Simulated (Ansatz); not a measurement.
VCo, space group Pm-3m, a fixed-spin-moment curve

Run with the Ansatz DFT code, driven from Python.

`vco_fsm.py`:
```python
"""Fixed-spin-moment curve of VCo."""

import warnings

import ansatz as az
from ase import Atoms

SETTINGS = {
    "mesh": (10, 10, 10),
    "functional": "PBEsol",
    "vdw": "d3bjatm",
    "sigma": 0.1,
}

warnings.simplefilter("ignore", az.DeckWarning)

atoms = Atoms(
    ["V", "Co"],
    scaled_positions=[
        (0.0, 0.0, 0.0),
        (0.5, 0.5, 0.5),
    ],
    cell=[
        (2.890428, 0.0, 0.0),
        (0.0, 2.890428, 0.0),
        (0.0, 0.0, 2.890428),
    ],
    pbc=True,
)
vco = az.Crystal.from_ase(atoms)

setup = (
    vco.calculation()
    .kpoints(mesh=SETTINGS["mesh"], center="gamma")
    .functional(SETTINGS["functional"], dispersion=SETTINGS["vdw"])
    .occupations(az.OccupationsMethod.FERMI_DIRAC, width=SETTINGS["sigma"])
    .pseudopotentials("paw")
)
# a hard lock holds the total moment, with one Fermi level a spin
rows = []
for total in [0.0, 1.2, 2.4, 3.6, 4.8]:
    summary = setup.spin("collinear", total=total, lock="hard").run().report
    up, down = summary["spin_fermi_energies_ev"]
    rows.append((total, summary["free_energy_ev"], up - down, summary["absolute_magnetization_mub"]))
reference = rows[0][1]
rows = [(m, 1000 * (e - reference), split, size) for m, e, split, size in rows]
print("     total muB    F - F(0) meV  EF up - down eV    absolute muB")
for row in rows:
    print(f"{str(row[0]):>14s}  {row[1]:14.2f}  {row[2]:15.4f}  {row[3]:14.3f}")
best = min(rows, key=lambda row: row[1])
print(f"lowest at {best[0]} muB per cell, {best[1]:.1f} meV against the first point")
```

```console
$ python vco_fsm.py
RunWarning: this spin-polarised run has no starting moment large enough to seed its density, and nothing else in its deck makes the two spin channels differ, so an SCF from that start keeps the magnetisation at zero until it first converges, unless a state found ahead of a linear-response series gives it moments [...]
     total muB    F - F(0) meV  EF up - down eV    absolute muB
           0.0            0.00           0.0000           0.000
           1.2          -64.82          -0.1601           1.239
           2.4           38.85           0.9121           2.403
           3.6          821.97           1.6412           3.600
           4.8         2049.01           2.5150           4.800
lowest at 1.2 muB per cell, -64.8 meV against the first point
```
(Warnings from the package without file and line, shortened.)

The lowest point lies at 1.2 μB a cell, 64.8 meV below the point at 0 μB; at 4.8 μB the energy is 2114 meV above the lowest.

What to keep in mind:
- Dispersion corrections can be off by several per cent in the lattices of metals, and by several GPa in the pressure at a fixed cell.
- The mesh is modest for a metal, so energies can be off by several to tens of meV an atom and pressures by half a GPa or more; differences at equal mesh fare better.
- This cell is a computed structure, which may not be the phase found in nature.
- Only points where the Fermi levels of the two spins meet (minima, maxima and zero moment) are free solutions; a shallow minimum can lie between the points.
- The script silences the warnings on its input, which a real study should read.
- Timing: 23 s on 1 thread of Arm Neoverse V2, with other jobs on the host, peak memory 0.44 GiB.
